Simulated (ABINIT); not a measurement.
Crystal: BiTe.

```xyz
2
Lattice="0.0000 3.2350 3.2350 3.2350 0.0000 3.2350 3.2350 3.2350 0.0000" Properties=species:S:1:pos:R:3 pbc="T T T"
Bi    0.0000    0.0000    0.0000
Te    3.2350    3.2350    3.2350
```

Base run:

| Property | Result |
| --- | --- |
| Program | ABINIT 10.8.3 (patched build) |
| Functional | WC |
| Potentials or basis | JTH PAW PBE v2.0 |
| Cutoff | 707 eV |
| k mesh | 7 × 7 × 7 |
| Occupations | fermi-dirac, width 0.05 eV |
| Spin | no spin polarisation |

Its results: band gap on the k mesh none (metal or under the smearing width); pressure -1.7 GPa.

Task: The run is repeated on the same cell with these changes: functional from WC to LDA. What comes out?

Result: Band gap on the k mesh none (metal or under the smearing width); pressure -2.9 GPa.

LDA binds more tightly than WC, so the same cell stands under less pressure.

Caveats: the PAW data sets were made with another functional, which shifts forces and pressure a little; spin-orbit coupling is left out, which moves the levels of the heavy elements.
